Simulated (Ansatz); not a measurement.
# FH2OPSi: basis-set convergence

An exercise on one series of results from a longer session: the logs are not shown, and one member is left open.

Program: Ansatz 0.2.0, Gaussian basis. Level of theory: one geometry, several basis sets. These are calculated values, not measurements.

Plan: PBE0-D4/def2-SVP; ωB97M-V/def2-SVP; PBE0-D4/def2-QZVPP; ωB97M-V/def2-QZVPP; the functionals' def2-TZVPP values are taken from earlier runs.

## The geometry

An earlier PBE0-D4 in a triple-zeta def2 set relaxation fixed the geometry.

6 atoms, charge 0, spin multiplicity 1.

Atoms are counted from 1 here; the program's logs count them from 0.

Bond lengths: F1–Si2 1.617 Å, Si2–O3 1.635 Å, O3–P4 1.660 Å, P4–H5 1.423 Å, P4–H6 1.425 Å. Angles: F1–Si2–O3 101.8°, Si2–O3–P4 140.7°, O3–P4–H5 97.2°, O3–P4–H6 99.8°, H5–P4–H6 92.2°.

The first run:

in.yaml

```yaml
crystal:
  periodic: [false, false, false]
  atoms:
    - {symbol: F, position_ang: [-2.030271, -0.732542, 0.058063]}
    - {symbol: Si, position_ang: [-1.539371, 0.208812, -1.161098]}
    - {symbol: O, position_ang: [-0.051042, 0.660816, -0.657271]}
    - {symbol: P, position_ang: [0.954839, 0.529278, 0.656882]}
    - {symbol: H, position_ang: [2.099492, 0.050620, -0.040442]}
    - {symbol: H, position_ang: [0.608554, -0.780984, 1.097764]}
basis:
  gaussian: {orbitals: def2-SVP}
hamiltonian: {xc: pbe0, dispersion: d4}
output: {orbitals: {seedname: orbitals}}
```

Started as:

```bash
$ ansatz run in.yaml --threads 2 --pin off --events-out ev --progress --plain --max-ram 4352MiB
```

Among the steps run: PBE0-D4 in def2-SVP; ωB97M-V in def2-SVP; PBE0-D4 in def2-QZVPP; ωB97M-V in def2-QZVPP.

One of the session's tables, all rows but one given; the rest of the session is left out.

It belongs to the step «Density functionals: the series». 

```
functional       basis  HOMO (eV)
   PBE0-D4    def2-SVP      -7.39
   PBE0-D4  def2-TZVPP      -7.46
   PBE0-D4  def2-QZVPP      -7.49
   ωB97M-V    def2-SVP          ?
   ωB97M-V  def2-TZVPP      -9.62
   ωB97M-V  def2-QZVPP      -9.65
```

Estimate the missing values for ωB97M-V, def2-SVP.

As computed: HOMO (eV): -9.51. In the column «HOMO (eV)» it lies between ωB97M-V, def2-TZVPP (-9.62) and PBE0-D4, def2-QZVPP (-7.49).
